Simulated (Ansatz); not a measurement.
Crystal: HPbNO4.

```
H Pb N O
1.0
     6.85877    0.00000    0.00000
     0.00000    4.22865    0.00000
    -3.39101    0.00000    7.27459
H Pb N O
2 2 2 8
Direct
  0.22549 0.75000 0.50730
  0.77451 0.25000 0.49270
  0.30229 0.25000 0.28494
  0.69771 0.75000 0.71506
  0.21484 0.75000 0.83567
  0.78516 0.25000 0.16433
  0.33078 0.75000 0.45338
  0.40909 0.75000 0.86901
  0.15508 0.75000 0.96537
  0.07083 0.75000 0.66955
  0.66922 0.25000 0.54661
  0.59091 0.25000 0.13099
  0.84492 0.25000 0.03463
  0.92917 0.25000 0.33045
```

The cell was built by a generator and needn't be a form met in nature.

* Program: Ansatz 0.2.0
* Task: relaxation of cell and atoms
* Functional: PBEsol
* Dispersion: D3(BJ)
* Potentials or basis: Ansatz PAW
* Cutoff: 420 eV (not typed: the program's choice for these potentials)
* k mesh: 3 × 5 × 3
* Occupations: fermi-dirac, width 0.05 eV
* Spin: no spin polarisation

At the start: volume 15.07 Å³/atom.

Where does the relaxation end?

It ends after 16 steps and the volume is 13.69 Å³/atom (-9.1 %); space group P2_1/m (No. 11, to 0.05 Å).

The path:
```
step  energy change (eV)  largest force (eV/Å)  volume (Å³)
   1              0.0000                0.4274       210.99
   2             -0.1432                0.2618       198.86
   3             -0.1711                0.0947       195.86
   4             -0.1771                0.0520       195.04
   5             -0.1778                0.0384       195.02
   6             -0.1787                0.0255       194.88
   7             -0.1791                0.0116       194.79
   8             -0.1339                0.0091       194.79
   9             -0.1491                0.1035       191.80
  10             -0.1482                0.0193       192.24
  11             -0.1483                0.0073       192.22
  12             -0.1377                0.0076       192.22
  13             -0.1400                0.0183       191.75
  14             -0.1403                0.0304       191.71
  15             -0.1402                0.0058       191.72
  16             -0.1382                0.0055       191.72
```

Final structure:
```yaml
crystal:
  lattice:
    - [6.73903, 0.00000, -0.05291]
    - [0.00000, 4.04788, 0.00000]
    - [-3.38793, 0.00000, 7.05477]
  atoms:
    - { symbol: H, position: [0.22311, 0.75000, 0.52045] }
    - { symbol: H, position: [0.77689, 0.25000, 0.47955] }
    - { symbol: Pb, position: [0.29418, 0.25000, 0.28277] }
    - { symbol: Pb, position: [0.70582, 0.75000, 0.71723] }
    - { symbol: N, position: [0.22926, 0.75000, 0.84019] }
    - { symbol: N, position: [0.77074, 0.25000, 0.15981] }
    - { symbol: O, position: [0.32744, 0.75000, 0.46144] }
    - { symbol: O, position: [0.42658, 0.75000, 0.87576] }
    - { symbol: O, position: [0.17002, 0.75000, 0.97240] }
    - { symbol: O, position: [0.08034, 0.75000, 0.66869] }
    - { symbol: O, position: [0.67256, 0.25000, 0.53856] }
    - { symbol: O, position: [0.57342, 0.25000, 0.12424] }
    - { symbol: O, position: [0.82998, 0.25000, 0.02760] }
    - { symbol: O, position: [0.91966, 0.25000, 0.33131] }
```

Caveat: the plane-wave basis is chosen anew once the cell has moved, so the energies of steps on either side of that aren't comparable; the pressure holds a Pulay correction of +0.7 GPa for the finite cutoff; the PAW data sets come from PBE, with cores solved anew for the run's functional, which leaves a small shift of forces and pressure.
